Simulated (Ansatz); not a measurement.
# GeH₃Se radical: how energies converge with the basis set

One table from this session's results is given with a row withheld; the runs are named, their logs left out.

Computed with Ansatz 0.2.0, Gaussian basis. Level: one geometry, several basis sets.

The runs, in order: PBE0-D4/def2-SVP; ωB97M-V/def2-SVP; PBE0-D4/def2-QZVPP; ωB97M-V/def2-QZVPP; the functionals' def2-TZVPP values are taken from earlier runs.

### Structure used throughout

An earlier PBE0-D4 in a triple-zeta def2 set relaxation fixed the geometry.

SMILES `[GeH2][SeH]`, 5 atoms, charge 0, spin multiplicity 2.

Atoms are counted from 1 here; the program's logs count them from 0.

Bond lengths: Ge1–Se2 2.351 Å, Ge1–H3 1.550 Å, Ge1–H4 1.547 Å, Se2–H5 1.469 Å. Angles: Se2–Ge1–H3 109.3°, Se2–Ge1–H4 104.7°, H3–Ge1–H4 110.3°, Ge1–Se2–H5 92.9°.

The first run:

The input, in.yaml:

```yaml
crystal:
  periodic: [false, false, false]
  atoms:
    - {symbol: Ge, position_ang: [-0.689492, -0.410779, 0.276227]}
    - {symbol: Se, position_ang: [0.635197, 1.451955, -0.274943]}
    - {symbol: H, position_ang: [0.167148, -1.698097, 0.171894]}
    - {symbol: H, position_ang: [-1.809085, -0.424334, -0.790830]}
    - {symbol: H, position_ang: [1.746332, 1.007556, 0.576252]}
basis:
  gaussian: {orbitals: def2-SVP}
magnetization: {spin_polarized: true, initial_magnetization: 1}
hamiltonian: {xc: pbe0, dispersion: d4}
output: {orbitals: {seedname: orbitals}}
```

Launch:

```
$ ansatz run in.yaml --threads 2 --pin off --events-out ev --progress --plain --max-ram 32768MiB --backend cpu
```

Steps of the session up to this table: PBE0-D4 in def2-SVP; ωB97M-V in def2-SVP; PBE0-D4 in def2-QZVPP; ωB97M-V in def2-QZVPP.

One table of the session follows, with a row left open; its other results are not shown here.

It belongs to the step «Density functionals: the series». 

| functional | basis | HOMO (eV) | LUMO (eV) |
| --- | --- | --- | --- |
| PBE0-D4 | def2-SVP | -5.94 | -2.95 |
| PBE0-D4 | def2-TZVPP | -6.02 | -3.00 |
| PBE0-D4 | def2-QZVPP | -6.03 | -3.03 |
| ωB97M-V | def2-SVP | -7.88 | -1.14 |
| ωB97M-V | def2-TZVPP | ? | ? |
| ωB97M-V | def2-QZVPP | -7.99 | -1.32 |

Estimate the missing values for ωB97M-V, def2-TZVPP.

The run gave: HOMO (eV): -7.97; LUMO (eV): -1.24. In the column «HOMO (eV)» it lies between ωB97M-V, def2-QZVPP (-7.99) and ωB97M-V, def2-SVP (-7.88).
